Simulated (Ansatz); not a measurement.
**CsLiCr2Te2S3 in Ansatz: the effect of Hubbard term**

The system is CsLiCr2Te2S3.

```
CELL_PARAMETERS angstrom
3.67471 -0.00018 -0.00146
0.00068 6.25849 0.00267
0.09970 0.01509 18.87835
ATOMIC_POSITIONS crystal
Cs 0.00702 0.99658 0.60964
Cs 0.50622 0.49563 0.63737
Li 0.49757 0.83290 0.98554
Li 0.99760 0.33501 0.98513
Cr 0.99390 0.00068 0.13453
Cr 0.49393 0.50024 0.13461
Cr 0.00147 0.66940 0.83098
Cr 0.50140 0.16737 0.83340
Te 0.01027 0.59621 0.46271
Te 0.51068 0.22697 0.45459
Te 0.49158 0.83669 0.22777
Te 0.99165 0.33648 0.22784
S 0.99971 0.99979 0.90043
S 0.49974 0.50461 0.89926
S 0.99553 0.66614 0.07188
S 0.49551 0.16656 0.07160
S 0.50316 0.84068 0.76492
S 0.00305 0.32804 0.76778
```

The cell was built by a generator and needn't be a form met in nature.

Alike in all runs:

* Program: Ansatz 0.2.0
* Task: projected density of states
* Functional: PBE
* Potentials or basis: Ansatz PAW
* Cutoff: 420 eV (not typed: the program's choice for these potentials)
* k mesh: 7 × 5 × 2
* Occupations: fermi-dirac, width 0.05 eV
* Spin: collinear spin, ferromagnetic start
* Starting moments: [0.0, 0.0, 0.0, 0.0, 3.0, 3.0, 3.0, 3.0, 0.0, 0.0, 0.0, 0.0, 0.0, 0.0, 0.0, 0.0, 0.0, 0.0] μB
* Hubbard projectors: ortho-atomic (the default)
* Double counting: fll (the default)

Task: One run gave: pressure 2.5 GPa; moment 12.03 μB; largest force 0.74 eV/Å. Which Hubbard term did it use?
A. Cr d U = 4 eV
B. Cr d U = 6 eV
C. Cr d U = 2 eV

Result: A.

```tsv
Hubbard term	pressure (GPa)	moment (μB)	largest force (eV/Å)
Cr d U = 2 eV	1.2	11.79	0.39
Cr d U = 4 eV	2.5	12.03	0.74
Cr d U = 6 eV	3.9	12.20	1.06
```

Caveats: the magnetic or orbital state may not be the lowest; only a ferromagnetic start was run, and an antiferromagnetic order may lie lower in energy; forces of over 1 eV/Å show positions far from the minimum, so gaps and moduli don't describe the material at rest (some runs).
